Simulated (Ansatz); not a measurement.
**C2H8OSi: one species, many methods**

The task here is to estimate one member of a computed series from the others.

Program: Ansatz 0.2.0, Gaussian basis. Level of theory: functionals in def2-TZVPP, the program's frozen cores in correlated methods. These are calculated values, not measurements.

Plan: LDA (SPW92), PBE-D4, revPBE-D4, BLYP-D4, r2SCAN-D4, B97M-V, PBE0-D4, B3LYP-D4, r2SCANh-D4, r2SCAN0-D4, HSE06-D4, BHLYP-D4, CAM-B3LYP-D4, LC-ωPBE, ωB97X-V, ωB97M-V, B2PLYP, PBE-QIDH; CCSD(T)/def2-SVP; CCSD(T)/def2-TZVPP; MP2/def2-QZVPP; extrapolation to the limit; RPA on PBE.

**The geometry**

All runs share one geometry, relaxed beforehand with PBE0-D4 in a triple-zeta def2 set.

SMILES `CC(O)[SiH3]`, 12 atoms, charge 0, spin multiplicity 1.

Atoms are counted from 1 here; the program's logs count them from 0.

Bond lengths: C1–C2 1.518 Å, C1–H5 1.093 Å, C1–H6 1.096 Å, C1–H7 1.093 Å, C2–O3 1.423 Å, C2–Si4 1.896 Å, C2–H8 1.102 Å, O3–H9 0.962 Å, Si4–H10 1.487 Å, Si4–H11 1.489 Å, Si4–H12 1.485 Å. Angles: C2–C1–H5 111.2°, C2–C1–H6 110.8°, C2–C1–H7 111.0°, H5–C1–H6 107.4°, H5–C1–H7 108.4°, H6–C1–H7 107.9°, C1–C2–O3 111.9°, C1–C2–Si4 112.6°, C1–C2–H8 108.7°, O3–C2–Si4 106.1°, O3–C2–H8 110.1°, Si4–C2–H8 107.3°, C2–O3–H9 108.5°, C2–Si4–H10 109.8°, C2–Si4–H11 108.6°, C2–Si4–H12 110.6°, H10–Si4–H11 108.9°, H10–Si4–H12 109.8° and more.

As a file:

```mol
C2H8OSi
  3D, bonds by distance, orders not assigned

 12 11  0  0  0  0  0  0  0  0999 V2000
   -0.9633    0.9762    0.0289 C   0  0
   -0.1553   -0.2333    0.4644 C   0  0
    0.7066    0.0678    1.5554 O   0  0
    0.9596   -0.9003   -0.9168 Si  0  0
   -1.6237    0.7310   -0.8071 H   0  0
   -1.5938    1.3386    0.8492 H   0  0
   -0.3074    1.7947   -0.2778 H   0  0
   -0.8503   -1.0413    0.7437 H   0  0
    0.1768    0.4345    2.2699 H   0  0
    1.8946    0.1638   -1.3676 H   0  0
    0.1028   -1.3086   -2.0642 H   0  0
    1.7302   -2.0783   -0.4442 H   0  0
  1  2  8  0
  2  3  8  0
  2  4  8  0
  1  5  8  0
  1  6  8  0
  1  7  8  0
  2  8  8  0
  3  9  8  0
  4 10  8  0
  4 11  8  0
  4 12  8  0
M  END
```

The first run:

in.yaml reads:

```yaml
crystal:
  periodic: [false, false, false]
  atoms:
    - {symbol: C, position_ang: [-0.963288, 0.976162, 0.028906]}
    - {symbol: C, position_ang: [-0.155255, -0.233335, 0.464444]}
    - {symbol: O, position_ang: [0.706627, 0.067788, 1.555433]}
    - {symbol: Si, position_ang: [0.959619, -0.900274, -0.916776]}
    - {symbol: H, position_ang: [-1.623672, 0.731001, -0.807091]}
    - {symbol: H, position_ang: [-1.593782, 1.338588, 0.849183]}
    - {symbol: H, position_ang: [-0.307433, 1.794699, -0.277772]}
    - {symbol: H, position_ang: [-0.850278, -1.041350, 0.743732]}
    - {symbol: H, position_ang: [0.176835, 0.434479, 2.269917]}
    - {symbol: H, position_ang: [1.894579, 0.163815, -1.367609]}
    - {symbol: H, position_ang: [0.102818, -1.308580, -2.064243]}
    - {symbol: H, position_ang: [1.730231, -2.078295, -0.444223]}
basis:
  gaussian: {orbitals: def2-TZVPP}
hamiltonian: {xc: lda}
output: {orbitals: {seedname: orbitals}}
```

Command:

```
ansatz run in.yaml --threads 4 --pin off --events-out ev --progress --plain --max-ram 10444MiB
```

Among the steps run: LDA; PBE-D4 (GGA); revPBE-D4 (GGA); BLYP-D4 (GGA); r2SCAN-D4 (meta-GGA); B97M-V (meta-GGA); B3LYP-D4 (hybrid); r2SCANh-D4 (hybrid); r2SCAN0-D4 (hybrid); HSE06-D4 (hybrid); BHLYP-D4 (hybrid); CAM-B3LYP-D4 (range-separated); LC-ωPBE (range-separated); ωB97X-V (range-separated); ωB97M-V (range-separated); B2PLYP (double hybrid); PBE-QIDH (double hybrid).

One table of the session follows, with a row left open; its other results are not shown here.

It belongs to the step «Frontier levels by functional». 

```
  functional  HOMO (eV)  LUMO (eV)  gap (eV)
 LDA (SPW92)      -6.49      -0.45      6.04
      PBE-D4      -6.36      -0.24      6.12
   revPBE-D4      -6.31      -0.14      6.16
     BLYP-D4      -6.29      -0.21      6.08
   r2SCAN-D4      -6.70       0.32      7.02
      B97M-V      -6.91      -0.11      6.80
     PBE0-D4      -7.97       0.60      8.57
    B3LYP-D4      -7.74       0.30      8.04
  r2SCANh-D4      -7.31       0.58      7.89
  r2SCAN0-D4      -8.19       0.96      9.15
    HSE06-D4      -7.56       0.23      7.79
    BHLYP-D4      -9.42       1.29     10.72
CAM-B3LYP-D4      -9.43       1.43     10.87
     LC-ωPBE     -10.76       2.70     13.46
     ωB97X-V     -10.44       2.51     12.96
     ωB97M-V          ?          ?         ?
```

**Question.** Estimate the row for ωB97M-V.

The run gave: HOMO (eV): -10.35; LUMO (eV): 2.12; gap (eV): 12.47. In the column «HOMO (eV)» it lies between ωB97X-V (-10.44) and CAM-B3LYP-D4 (-9.43).
